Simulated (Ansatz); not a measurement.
**SiTe2: how the settings move a single-point run**

Aim: see which settings change the result for SiTe2, by how much, and at what cost. The cell is built on a prototype (CdCl2 type) and needn't be the phase found in nature.

Program: Ansatz 0.2.0. Level of theory: reference: DFT, r2SCAN, plane waves, PAW. These are calculated values, not measurements.

5 further runs of the same task are left out: 2 for a known fault of the program, 3 that didn't finish.

## (1) The starting structure

Symmetry: R-3m, No. 166, trigonal system. The conventional cell has a = 3.775 Å, b = 3.775 Å, c = 20.638 Å, α = 90.00°, β = 90.00°, γ = 120.00°. Si (site symmetry -3m) is surrounded by 6 Te at 2.71 Å. Te (site symmetry 3m) is surrounded by 3 Si at 2.71 Å.

Structure file:

```
Si Te
1.0
     1.88769    1.08986    6.87919
    -1.88769    1.08986    6.87919
     0.00000   -2.17972    6.87919
Si Te
1 2
Direct
  0.00000 0.00000 0.00000
  0.25520 0.25520 0.25520
  0.74480 0.74480 0.74480
```

## (2) The reference run

input.yaml

```yaml
crystal:
  lattice:
    - [1.8876949122, 1.0898611657, 6.8791869006]
    - [-1.8876949122, 1.0898611657, 6.8791869006]
    - [0.0, -2.1797223314, 6.8791869006]
  atoms:
    - { symbol: Si, position: [0.0, 0.0, 0.0] }
    - { symbol: Te, position: [0.2551965251, 0.2551965251, 0.2551965251] }
    - { symbol: Te, position: [0.7448034749, 0.7448034749, 0.7448034749] }
kpoints:
  mp_grid: { grid: [6, 6, 6] }
hamiltonian:
  xc: r2scan
scf:
  occupations: { method: fermi_dirac, width: 0.02 }
  n_extra_bands: 4
output:
  forces: true
  stress: true
  eigenvalues: true
```

The run is started by

```sh
> ansatz run input.yaml --threads 4 --pin off --max-ram 3686MiB --backend cpu --events-out ev --progress --plain --runs-dir out
```

## (3) A run with other settings

input.yaml: that of step 2 with these lines changed.

```diff
@@ -15,3 +15,3 @@
   occupations: { method: fermi_dirac, width: 0.02 }
-  n_extra_bands: 4
+  n_extra_bands: 0
 output:
```

## (5) Changed: ecutwfc 750

input.yaml: that of step 2 with these lines changed.

```diff
@@ -20 +20,3 @@
   eigenvalues: true
+basis:
+  ecutwfc: 750
```

## (6) Variant: dispersion d4

input.yaml: that of step 2 with these lines changed.

```diff
@@ -13,2 +13,3 @@
   xc: r2scan
+  dispersion: d4
 scf:
```

## (7) Variant: xc pbesol

input.yaml: that of step 2 with these lines changed.

```diff
@@ -12,3 +12,3 @@
 hamiltonian:
-  xc: r2scan
+  xc: pbesol
 scf:
```

(Steps that only read results are left out.)

What does the calculation give? Wanted: for each run, ending; energy change; pressure; gap; force.

As calculated:

```
               run     ending                                     energy change  pressure (GPa)  gap (eV)  force (eV/Å)  cycles    time
         reference  converged                                                 0             0.8      0.00          0.06       6   5.7 s
1: n_extra_bands 0    refused                                                 -               -         -             -       -  0.31 s
    2: ecutwfc 750  converged                                     -0.8 meV/atom             0.8      0.00          0.06       6   7.8 s
  3: dispersion d4  converged  -150.0 meV/atom (offset of the dispersion model)             0.0      0.00          0.05       6   4.8 s
      4: xc pbesol  converged                                    not comparable            -1.0      0.00          0.03       6   2.5 s
```

Residual by cycle in the longest SCF loop of each run; runs are numbered as in the table. The quantity is the density residual dr2, in eV.

```
cycle  reference   run 2   run 3    run 4
    1     0.0168  0.0168  0.0168  0.00827
    2     3.1e-4  3.6e-4  3.1e-4   5.4e-4
    3     1.5e-4  1.6e-4  1.5e-4   1.8e-4
    4     1.2e-5  1.4e-5  1.2e-5   2.0e-5
    5     2.2e-7  3.5e-7  2.2e-7   8.3e-7
    6     2.6e-8  2.9e-8  2.6e-8   4.8e-8
```

**Reading.** «ecutwfc 750» moves the energy by -0.8 meV/atom. The pressure spans -1.0 to 0.8 GPa over the reference and the converged variants. Semilocal functionals close small gaps, so the missing gap need not be the real solid's. Of the variants the dearest is «ecutwfc 750» (7.8 s), the cheapest «xc pbesol» (2.5 s), on a shared host. 1 of the 4 altered inputs did not end normally.
